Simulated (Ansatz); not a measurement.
Write a Python script for the Python package of Ansatz (0.2.0) that makes a charge-density difference against the sublattices of SrCa, space group R-3m. Settings (first run): LDA, PAW, cutoff 460 eV, 8×8×8 k-points, Fermi-Dirac smearing of 0.1 eV.

```xyz
2
Lattice="2.0674 1.1936 6.7350 -2.0674 1.1936 6.7350 0.0000 -2.3872 6.7350" Properties=species:S:1:pos:R:3 pbc="T T T"
Sr    0.0000    0.0000   10.1025
Ca    0.0000    0.0000    0.0000
```

`drho.py`:
```python
'''Density of SrCa less that of its sublattices.'''

import warnings

import ansatz
import numpy as np

VECTORS = np.array([
    [2.067374, 1.193599, 6.734991],
    [-2.067374, 1.193599, 6.734991],
    [0.0, -2.387198, 6.734991],
])
SITES = [
    ('Sr', [0.5, 0.5, 0.5]),
    ('Ca', [0.0, 0.0, 0.0]),
]


def on_lattice(cell):
    crystal = ansatz.Crystal(lattice=ansatz.Lattice.of(cell))
    for symbol, position in SITES:
        crystal = crystal.atom(symbol, position)
    return crystal

warnings.simplefilter('ignore', ansatz.DeckWarning)

# one cutoff and one grid for all runs, so that the fields can be subtracted
def solve(crystal):
    return (
        crystal.calculation()
        .occupations('Fermi-Dirac')
        .scf(tolerance=1e-09)
        .functional('lda')
        .basis(460, grid_basis='typed')
        .kpoints(8, 8, 8)
        .density()
        .run(threads=1)
    )


whole = solve(on_lattice(VECTORS))
difference = whole.density().channels[0].density_e_per_ang3.copy()
binding = whole.report['free_energy_ev']
for element in ['Sr', 'Ca']:
    part = ansatz.Crystal(lattice=ansatz.Lattice.of(VECTORS))
    for symbol, position in SITES:
        if symbol == element:
            part = part.atom(symbol, position)
    alone = solve(part)
    difference -= alone.density().channels[0].density_e_per_ang3
    binding -= alone.report['free_energy_ev']
    print(f'{element} sublattice: {alone.report["n_electrons"]:g} electrons, {alone.report["n_iterations"]} iterations')

voxel = abs(np.linalg.det(VECTORS)) / difference.size
print(f'energy of the crystal less its unpolarised sublattices: {binding / len(SITES):.4f} eV/atom')
print(f'net charge of the difference {difference.sum() * voxel:.5f} e, charge rearranged {0.5 * np.abs(difference).sum() * voxel:.3f} e')
print(f'extremes {difference.min():.4f} and {difference.max():.4f} e/A^3')
for (symbol, position) in SITES:
    index = tuple(int(round(p * n)) % n for p, n in zip(position, difference.shape))
    print(f'  change of the pseudo-density at the grid point nearest {symbol}: {difference[index]:+.4f} e/A^3')
profile = difference.mean(axis=(0, 1))
print('planar mean along the third vector:', np.round(profile[:: max(len(profile) // 12, 1)], 4))
```

Output of `python drho.py`:
```text
Sr sublattice: 10 electrons, 8 iterations
Ca sublattice: 10 electrons, 7 iterations
energy of the crystal less its unpolarised sublattices: -0.7680 eV/atom
net charge of the difference 0.00000 e, charge rearranged 0.389 e
extremes -0.0188 and 0.0167 e/A^3
  change of the pseudo-density at the grid point nearest Sr: -0.0156 e/A^3
  change of the pseudo-density at the grid point nearest Ca: -0.0085 e/A^3
planar mean along the third vector: [ 0.0004  0.0004  0.0002 -0.0002 -0.0001 -0.0002 -0.0004 -0.0003 -0.0001
 -0.0002 -0.0001  0.0004  0.0004]
```

The mesh is modest for a metal, so energies can be off by several to tens of meV an atom and pressures by half a GPa or more; differences at equal mesh fare better. Densities and potentials on the grid are those of the valence electrons, and inside the cores they hang on the potentials used. The structure comes from a database of computed cells and needn't be a stable or known phase. Charge moved counts every rearrangement, bonding and polarisation too, and is no transfer between atoms; the bare sublattices are artificial references. Values near the nuclei depend on the potentials. The whole script took 12 s on 1 thread of Arm Neoverse V1 (shared host), peak memory 0.46 GiB.
